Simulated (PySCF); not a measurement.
# Ce (Ce3+): the cost of one run

Computed with PySCF 2.14.0 and routines of our own; the level stands in each step. Atoms count from 0.

## 1. The system as given

1 atom, charge 3, states of the metal's open shell are computed; geometry from: free ion.

## 2. Ligand-field states: state-averaged CASSCF

What the job is given:

```
{"job": {"kind": "lf", "basis": {"metal": "x2c-TZVPall", "ligand": "x2c-SVPall"}, "nevpt": true}, "charge": 3, "metal": "Ce", "open_shell": "f1"}
Ce     0.000000     0.000000     0.000000
```

Method: state-averaged CASSCF of the metal f shell, SC-NEVPT2 on the averaged canonical orbitals, state-interaction spin-orbit coupling.

Launch:

```bash
> OMP_NUM_THREADS=1 python lf_run.py task.json out
```

This one command runs all jobs of the session in turn.

**Question.** How long does this first job take on 1 thread of Arm Neoverse V1, shared host, and how much memory does it need?

About 11 s, with a peak of 0.25 GiB.
